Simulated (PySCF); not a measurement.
# C₇H₁₄O: excited states, first hyperpolarisability

Wanted: excited states, first hyperpolarisability for C₇H₁₄O (`OCCC1CCCC1`).

Computed with PySCF 2.14.0 and routines of our own; the level stands in each step. Atoms count from 0.

### 1 The system as given

22 atoms, charge 0, multiplicity 1; geometry from: GFN2-xTB.

### 2 Relaxing the molecule at PBE0-D3(BJ)/def2-SVP

What the job is given:

```
{"job": {"xc": "PBE0", "basis": "def2-SVP", "d3": "d3bj", "grid": 2, "kind": "geom"}, "charge": 0, "multiplicity": 1}
O      3.625298    -0.655660     0.226854
C      2.475728     0.046198    -0.199047
C      1.253630    -0.813064     0.109038
C     -0.045324    -0.194943    -0.395354
C     -0.432870     1.115960     0.313176
C     -1.969413     1.110400     0.426950
C     -2.434404    -0.142275    -0.321082
C     -1.259153    -1.101299    -0.175202
H      4.408487    -0.134803     0.023390
H      2.401064     1.010509     0.323290
H      2.526241     0.245625    -1.280022
H      1.203476    -0.970902     1.187737
H      1.403411    -1.787320    -0.360321
H      0.054249    -0.003973    -1.469291
H     -0.077077     1.982243    -0.243547
H      0.019547     1.151153     1.304412
H     -2.268007     1.047044     1.473502
H     -2.412052     2.014239     0.010313
H     -3.361565    -0.545943     0.082899
H     -2.592346     0.085920    -1.376490
H     -1.233019    -1.511830     0.835687
H     -1.296313    -1.927893    -0.883103
```

Command:

```bash
$ OMP_NUM_THREADS=1 python excited_run.py task.json out
```

The driver reads the jobs from task.json and runs them one after another.

The program printed:

```text
step   0  E = -349.74404945  max force = 0.014668
step   1  E = -349.74587235  max force = 0.002875
step   2  E = -349.74591255  max force = 0.000573
step   3  E = -349.74591793  max force = 0.000152
optimisation converged
```

Run time: 63 s. Hardware: 1 thread of Arm Neoverse V1, shared host; peak memory 0.82 GiB.

The steps of the relaxation:

```csv
step,energy from step 0 (eV),largest force component (eV/Å)
0,0.0000,0.7543
1,-0.0496,0.1478
2,-0.0507,0.0295
3,-0.0508,0.0078
```

Close pairs (by a distance rule), those that changed most:

```csv
bond,before (Å),after (Å),change (Å)
C7–H20,1.091,1.105,+0.014
C2–H11,1.091,1.104,+0.013
C4–H15,1.090,1.103,+0.013
C7–H21,1.089,1.101,+0.012
C1–C2,1.525,1.513,-0.012
C6–H19,1.091,1.103,+0.012
C6–H18,1.089,1.101,+0.012
C2–H12,1.092,1.103,+0.011
```

The end geometry stands in the next job.

```csv
at the end point,value
point group (found at 0.08 Å tolerance),C1
"rotational constants (GHz, main isotopes)","5.361, 0.953, 0.858"
dipole moment (D),1.48
```

### 3 Excited states: TDA CAM-B3LYP/aug-cc-pVDZ

What the job is given:

```
{"job": {"kind": "states", "xc": "CAM-B3LYP", "basis": "aug-cc-pVDZ", "tda": true, "soc": true, "nstates": 6, "ntriplets": 5, "nquad": 4}, "charge": 0, "multiplicity": 1}
O      3.485119    -0.530117     0.157442
C      2.331368     0.142898    -0.273760
C      1.129170    -0.726535     0.024855
C     -0.192131    -0.126588    -0.426897
C     -0.586077     1.189164     0.278435
C     -2.128817     1.183311     0.378382
C     -2.585261    -0.082240    -0.359812
C     -1.404643    -1.033157    -0.206833
H      4.245356     0.035810    -0.002707
H      2.217786     1.121998     0.234370
H      2.363492     0.354171    -1.363584
H      1.099979    -0.921355     1.111498
H      1.287158    -1.704089    -0.461009
H     -0.128090     0.072422    -1.513540
H     -0.207224     2.069188    -0.263046
H     -0.132488     1.225437     1.282964
H     -2.439173     1.132409     1.433852
H     -2.585057     2.095252    -0.034731
H     -3.532566    -0.488229     0.026127
H     -2.741025     0.135964    -1.429983
H     -1.376439    -1.443587     0.818912
H     -1.430499    -1.888920    -0.899252
```

With the program's defaults for keys left out, this is: TDA CAM-B3LYP/aug-cc-pVDZ excited states, vertical, gas phase, spin-orbit mean-field couplings.

The program printed:

```text
coarse grid: 17368 points
cycle   1  E = -350.1311622667  dE =  1.143e+00  |g| = 6.339e-01  |ddm| = 1.972e+01
cycle   2  E = -350.1060397782  dE =  2.512e-02  |g| = 7.717e-01  |ddm| = 3.218e+00
cycle   3  E = -350.2164174353  dE = -1.104e-01  |g| = 5.971e-02  |ddm| = 1.415e+00
cycle   4  E = -350.2169886161  dE = -5.712e-04  |g| = 3.048e-02  |ddm| = 2.889e-01
cycle   5  E = -350.2172114325  dE = -2.228e-04  |g| = 5.839e-03  |ddm| = 1.677e-01
cycle   6  E = -350.2172196524  dE = -8.220e-06  |g| = 1.322e-03  |ddm| = 2.304e-02
final grid: 164872 points
cycle   7  E = -350.2415453026  dE = -4.293e-05  |g| = 4.682e-03  |ddm| = 5.056e-01
cycle   8  E = -350.2415455991  dE = -2.964e-07  |g| = 4.720e-03  |ddm| = 6.268e-02
cycle   9  E = -350.2415512384  dE = -5.639e-06  |g| = 2.477e-04  |ddm| = 2.054e-02
cycle  10  E = -350.2415512520  dE = -1.362e-08  |g| = 1.627e-04  |ddm| = 2.319e-03
cycle  11  E = -350.2415512585  dE = -6.531e-09  |g| = 2.329e-05  |ddm| = 6.594e-04
cycle  12  E = -350.2415512587  dE = -1.645e-10  |g| = 4.442e-06  |ddm| = 1.504e-04
converged SCF energy = -350.2415512587

Singlet excitations
state   eV       nm        f     d(h-e)  d(exc)  Lambda  PR(NTO)  |dmu|/D   mu/D   main configurations
  1   6.4466   192.3   0.00112   1.505   3.183   0.204   1.008    7.745    7.446   H->L 0.56, H->L+1 0.26
  2   7.5519   164.2   0.02144   2.279   4.335   0.169   1.038    8.710    7.709   H->L+2 0.28, H->L 0.20, H->L+4 0.17
  3   7.7281   160.4   0.01774   1.916   4.344   0.148   1.026    7.315    6.793   H->L+2 0.26, H->L+5 0.22, H->L+3 0.17
  4   7.8105   158.7   0.01482   1.540   4.348   0.144   1.039    5.630    6.887   H->L+3 0.36, H->L+6 0.12, H->L+5 0.11
  5   7.8689   157.6   0.00224   0.974   4.032   0.240   1.193                     H-1->L 0.49, H-1->L+1 0.19
  6   8.0052   154.9   0.00464   1.463   4.232   0.233   1.431                     H-2->L 0.57, H-1->L 0.13

Triplet excitations (Tamm-Dancoff)
state   eV     d(h-e)  d(exc)  Lambda  PR(NTO)   main configurations
  1   6.2140   1.401   2.987   0.204   1.014   H->L 0.49, H->L+1 0.25
  2   7.3981   2.109   4.050   0.176   1.053   H->L 0.23, H->L+2 0.21, H->L+4 0.17
  3   7.5942   1.486   4.040   0.156   1.166   H->L+5 0.24, H->L+2 0.23, H->L+3 0.17
  4   7.6922   0.882   3.803   0.241   1.295   H-1->L 0.43, H-1->L+1 0.18
  5   7.7697   1.508   4.268   0.149   1.083   H->L+3 0.31, H->L+6 0.12, H->L+2 0.10
S1 - T1 = 0.2326 eV

Spin-orbit couplings |<S|Hso|T>| (cm-1)
             T1       T2       T3       T4       T5
S0       21.633   12.313    5.877    3.246    9.125
S1        0.342    1.883    5.646    4.740    2.155
S2        2.349    0.849    0.778    2.563    1.182
S3        2.251    0.429    0.491    1.215    1.598
S4        0.831    0.160    0.700    0.684    0.497
S5        4.704    3.083    1.402    0.207    1.418
S6       21.739    4.532    0.572    4.614    1.439
T1 sublevels (cm-1): 0.000 0.022 0.026   radiative rates (1/s): 346 0.895 211
```

Run time: 98 s. Hardware: 1 thread of Arm Neoverse V1, shared host; peak memory 1.4 GiB.

In short:

```csv
quantity,value
S1 less T1,0.23 eV
```

### 4 Excited states: TDDFT CAM-B3LYP/aug-cc-pVDZ

The job, as its differences from that of step 3:

```diff
@@ -1,2 +1,2 @@
-{"job": {"kind": "states", "xc": "CAM-B3LYP", "basis": "aug-cc-pVDZ", "tda": true, "soc": true, "nstates": 6, "ntriplets": 5, "nquad": 4}, "charge": 0, "multiplicity": 1}
+{"job": {"kind": "states", "xc": "CAM-B3LYP", "basis": "aug-cc-pVDZ", "tpa": true, "nstates": 8, "nquad": 6, "ntriplets": 0}, "charge": 0, "multiplicity": 1}
 O      3.485119    -0.530117     0.157442
```

Method: TDDFT CAM-B3LYP/aug-cc-pVDZ excited states, vertical, gas phase, two-photon moments by quadratic response.

The program printed:

```text
coarse grid: 17368 points
cycle   1  E = -350.1311622667  dE =  1.143e+00  |g| = 6.339e-01  |ddm| = 1.972e+01
cycle   2  E = -350.1060397782  dE =  2.512e-02  |g| = 7.717e-01  |ddm| = 3.218e+00
cycle   3  E = -350.2164174353  dE = -1.104e-01  |g| = 5.971e-02  |ddm| = 1.415e+00
cycle   4  E = -350.2169886161  dE = -5.712e-04  |g| = 3.048e-02  |ddm| = 2.889e-01
cycle   5  E = -350.2172114325  dE = -2.228e-04  |g| = 5.839e-03  |ddm| = 1.677e-01
cycle   6  E = -350.2172196524  dE = -8.220e-06  |g| = 1.322e-03  |ddm| = 2.304e-02
final grid: 164872 points
cycle   7  E = -350.2415453026  dE = -4.293e-05  |g| = 4.682e-03  |ddm| = 5.056e-01
cycle   8  E = -350.2415455991  dE = -2.964e-07  |g| = 4.720e-03  |ddm| = 6.268e-02
cycle   9  E = -350.2415512384  dE = -5.639e-06  |g| = 2.477e-04  |ddm| = 2.054e-02
cycle  10  E = -350.2415512520  dE = -1.362e-08  |g| = 1.627e-04  |ddm| = 2.319e-03
cycle  11  E = -350.2415512585  dE = -6.531e-09  |g| = 2.329e-05  |ddm| = 6.594e-04
cycle  12  E = -350.2415512587  dE = -1.645e-10  |g| = 4.442e-06  |ddm| = 1.504e-04
converged SCF energy = -350.2415512587

Singlet excitations
state   eV       nm        f     d(h-e)  d(exc)  Lambda  PR(NTO)  |dmu|/D   mu/D   delta(TPA)   sigma/GM   main configurations
  1   6.4372   192.6   0.00119   1.514   3.189   0.204   1.008    7.731    7.436       17.92      0.272   H->L 0.56, H->L+1 0.26
  2   7.5443   164.3   0.02014   2.290   4.333   0.169   1.037    8.713    7.715       22.14      0.462   H->L+2 0.28, H->L 0.20, H->L+4 0.17
  3   7.7193   160.6   0.01652   1.902   4.334   0.149   1.029    7.245    6.703        4.33      0.095   H->L+2 0.25, H->L+5 0.22, H->L+3 0.18
  4   7.8087   158.8   0.01357   1.554   4.350   0.144   1.043    5.684    6.940       11.57      0.258   H->L+3 0.35, H->L+6 0.12, H->L+5 0.10
  5   7.8625   157.7   0.00237   0.982   4.037   0.240   1.202    4.691    3.166       10.45      0.237   H-1->L 0.49, H-1->L+1 0.19
  6   7.9965   155.0   0.00420   1.461   4.223   0.233   1.444    6.409    5.634       23.95      0.561   H-2->L 0.56, H-1->L 0.13
  7   8.1289   152.5   0.00503   0.987   4.079   0.233   2.041                                            H-3->L 0.23, H-3->L+1 0.19, H-1->L+2 0.09
  8   8.1633   151.9   0.00529   0.734   4.100   0.234   1.991                                            H-2->L+1 0.29, H-1->L+1 0.14, H-3->L+1 0.09
```

Wall time 2.1 min (1 thread of Arm Neoverse V1, shared host); peak memory 1.4 GiB.

### 5 First hyperpolarisability: quadratic response CAM-B3LYP/aug-cc-pVDZ

The job, as its differences from that of step 4:

```diff
@@ -1,2 +1,2 @@
-{"job": {"kind": "states", "xc": "CAM-B3LYP", "basis": "aug-cc-pVDZ", "tpa": true, "nstates": 8, "nquad": 6, "ntriplets": 0}, "charge": 0, "multiplicity": 1}
+{"job": {"kind": "beta", "xc": "CAM-B3LYP", "basis": "aug-cc-pVDZ"}, "charge": 0, "multiplicity": 1}
 O      3.485119    -0.530117     0.157442
```

Level: quadratic response CAM-B3LYP/aug-cc-pVDZ first hyperpolarisability, Taylor convention, gas phase.

The program printed:

```text
coarse grid: 17368 points
cycle   1  E = -350.1311622667  dE =  1.143e+00  |g| = 6.339e-01  |ddm| = 1.972e+01
cycle   2  E = -350.1060397782  dE =  2.512e-02  |g| = 7.717e-01  |ddm| = 3.218e+00
cycle   3  E = -350.2164174353  dE = -1.104e-01  |g| = 5.971e-02  |ddm| = 1.415e+00
cycle   4  E = -350.2169886161  dE = -5.712e-04  |g| = 3.048e-02  |ddm| = 2.889e-01
cycle   5  E = -350.2172114325  dE = -2.228e-04  |g| = 5.839e-03  |ddm| = 1.677e-01
cycle   6  E = -350.2172196524  dE = -8.220e-06  |g| = 1.322e-03  |ddm| = 2.304e-02
final grid: 164872 points
cycle   7  E = -350.2415453026  dE = -4.293e-05  |g| = 4.682e-03  |ddm| = 5.056e-01
cycle   8  E = -350.2415455991  dE = -2.964e-07  |g| = 4.720e-03  |ddm| = 6.268e-02
cycle   9  E = -350.2415512384  dE = -5.639e-06  |g| = 2.477e-04  |ddm| = 2.054e-02
cycle  10  E = -350.2415512520  dE = -1.362e-08  |g| = 1.627e-04  |ddm| = 2.319e-03
cycle  11  E = -350.2415512585  dE = -6.531e-09  |g| = 2.329e-05  |ddm| = 6.594e-04
cycle  12  E = -350.2415512587  dE = -1.645e-10  |g| = 4.442e-06  |ddm| = 1.504e-04
converged SCF energy = -350.2415512587

Lowest singlets (eV, f): 6.4372 0.0012  7.5443 0.0201  7.7193 0.0165

First hyperpolarisability (au)
process     nm      |vector|   parallel      HRS      DR
static         -       72.84     -18.15      28.26   6.449
shg       1907.0       74.56     -18.37      28.95   6.404
eope      1907.0       73.40     -18.22          -       -
shg       1064.0       78.60     -18.87      30.57   6.292
eope      1064.0       74.68     -18.39          -       -
```

It took 86 s on 1 thread of Arm Neoverse V1, shared host; peak memory 1.4 GiB.

### 6 Outcome

```
                                                   quantity                                             value
                                                point group                                                C1
                       rotational constants (main isotopes)                              5.36, 0.95, 0.86 GHz
             S1 less T1 (step 3, TDA CAM-B3LYP/aug-cc-pVDZ)                                           0.23 eV
β vector (step 5, quadratic response CAM-B3LYP/aug-cc-pVDZ)  static 73, SHG 1907.0 nm 75, SHG 1064.0 nm 79 au
```

What this shows: Relaxing lowered the energy by 0.051 eV in 3 steps; the close pair that moved most is C7–H20, from 1.091 to 1.105 Å. No frequency check was run at this level, so the end point may be a saddle. In step 3, the number of triplets below S1 is 1, and the largest singlet-triplet spin-orbit coupling is S6–T1, 21.74 cm⁻¹. β grows from 73 au (static) to 79 au for doubling at 1064.0 nm: normal dispersion, which grows as twice the photon energy moves toward the bright states.
